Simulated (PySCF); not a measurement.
**A diatomic session: TiB**

What are the lowest state that PBE0 finds, the bond length, vibrational wavenumber and bond energy of TiB, and how much do these hang on the method?

The runs use PySCF 2.14.0; Ti def2-TZVPP, B def2-TZVPP, no relativity.

## (1) Set-up

The job is set up so:

```
atoms                         : Ti, B
charge                        : 0
basis                         : Ti def2-TZVPP, B def2-TZVPP
Hamiltonian                   : no relativity
basis functions               : 95
electrons treated             : 27
masses in u                   : 47.9479, 11.0093
levels                        : PBE0, PBE, r²SCAN, TPSSh, r²SCAN0, MN15, PW91, ωB97M-V, HF, MP2, SCS-MP2
grid                          : 80 radial by 434 angular points
occupations                   : held fixed by the projection of orbital angular momentum
dissociation limit            : Ti + B, each in its ground configuration
starting distance in angstrom : 2.080
values of 2S to try           : 1, 3, 5
```

Command:

```console
> OMP_NUM_THREADS=1 python dia.py task.json out
```

Further steps of the session: First curve: PBE0; Other states along the same grid; PBE; r²SCAN; TPSSh; r²SCAN0 (hybrid meta-GGA); MN15; PW91; ωB97M-V; ROHF.

**Question.** What will these runs give? Wanted: for each run, Re; ωe; De; μ.

The runs gave:

Lowest PBE0 solution found, without spin–orbit coupling: ⁶Δ (sextet), unpaired electrons σ ↑↑, π ↑↑, δ ↑. The other levels ran on it alone.

| level | Re (Å) | ωe (cm⁻¹) | De (eV) | μ (D) |
| --- | --- | --- | --- | --- |
| ROHF | 2.159 | 470 | 0.73 | -2.52 |
| ROHF-SCS-MP2 | 1.977 | 571 | 0.74 | n/a |
| PBE | 2.056 | 601 | 3.44 | -3.00 |
| PW91 | 2.054 | 602 | 3.48 | -2.98 |
| r²SCAN | 2.047 | 619 | 3.38 | -3.31 |
| TPSSh | 2.047 | 622 | 2.84 | -3.46 |
| PBE0 | 2.027 | 642 | 2.69 | -3.49 |
| r²SCAN0 | 2.022 | 653 | 2.63 | -3.73 |
| MN15 | 2.011 | 643 | 2.45 | -3.34 |
| ωB97M-V | 2.011 | 664 | 1.93 | -3.72 |

De is counted to Ti + B in their ground configurations. A positive dipole means Ti(−)B(+). No constants: ROHF-MP2 (fits of two degrees disagree).

In words: The methods spread over 0.182 Å in bond length, from ROHF-SCS-MP2 to ROHF. Among the levels with a De in the table, it runs from 0.73 eV (ROHF) to 3.48 eV (PW91).

Correlated steps freeze 6 core orbitals. With d or f electrons several states lie close, and the lowest PBE0 determinant need not be the measured ground state.
